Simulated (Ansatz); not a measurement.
# Sr3Mg and its free atoms: a cohesive energy from free atoms

Computed with the Ansatz DFT code, driven from Python.

The cells in order, each with its output:

```python
from collections import Counter

import ansatz as az
```

```python
def counts(outcome):
    return Counter(site.symbol for site in outcome.lattice.sites)
```

```python
UNPAIRED = {"Sr": 0, "Mg": 0}  # unpaired electrons of the free atoms


def run_phase(name, crystal):
    calc = (
        crystal.calculation()
        .functional(az.Functional.PBESOL)
        .basis(510)
        .kpoints(spacing=0.16)
        .occupations("fermi_dirac", width=0.02)
    )
    if name.endswith(" atom"):
        calc = calc.kpoints(1, 1, 1).occupations("fermi_dirac", width=0.01)
        if UNPAIRED[name.split()[0]]:
            calc = calc.spin("collinear")
        return calc.run(threads=1, backend="cpu")
    calc = calc.relax(force_tolerance=0.01, cell=True)
    return calc.run(threads=1, backend="cpu")
```

```python
phases = {}
sr3mg = (
    az.Lattice.cubic(5.65022)
    .space_group(221)
    .atom("Sr", (0.5, 0.5, 0.0))
    .atom("Mg", (0.0, 0.0, 0.0))
)
phases["Sr3Mg"] = sr3mg
for element, moment in UNPAIRED.items():
    phases[f"{element} atom"] = az.Lattice.orthorhombic(10.0, 10.5, 11.0).atom(element, (0.5, 0.5, 0.5), moment=moment or None)
```

```python
done = {}
for name, crystal in phases.items():
    done[name] = run_phase(name, crystal)
    print(f"{name}: {done[name].report['energy_sigma0_ev']:.4f} eV, {len(done[name].lattice.sites)} atoms")
```

    Sr3Mg: -12388.5378 eV, 4 atoms
    Sr atom: -3490.4377 eV, 1 atoms
    Mg atom: -1910.3431 eV, 1 atoms

```python
for element in UNPAIRED:
    atom = done[f"{element} atom"].report
    print(f"{element} atom: {atom['energy_sigma0_ev']:.4f} eV, moment {atom['magnetization_mub']:.2f} muB")
solid = done["Sr3Mg"]
n = counts(solid)
binding = (sum(k * done[f"{e} atom"].report["energy_sigma0_ev"] for e, k in n.items()) - solid.report["energy_sigma0_ev"]) / sum(n.values())
print(f"cohesive energy {binding:.3f} eV/atom = {96.4853 * binding:.0f} kJ/mol of atoms (no zero-point energy)")
```

    Sr atom: -3490.4377 eV, moment 0.00 muB
    Mg atom: -1910.3431 eV, moment 0.00 muB
    cohesive energy 1.720 eV/atom = 166 kJ/mol of atoms (no zero-point energy)

What to keep in mind:
- Total energies depend on the potentials; only differences at equal settings carry meaning.
- The magnetic order follows from the starting moments and needn't be the lowest.
- For the metals among these phases the mesh is modest: differences between phases can be off by up to 40 meV an atom.
- The cells come from databases of deposited and of computed structures, and not all need be stable phases.
- Free atoms in a box carry small image and symmetry errors, and spin-orbit coupling is left out.
- Hardware and time: 27 s on 1 thread of Arm Neoverse V2, on a shared host, peak memory 0.73 GiB.
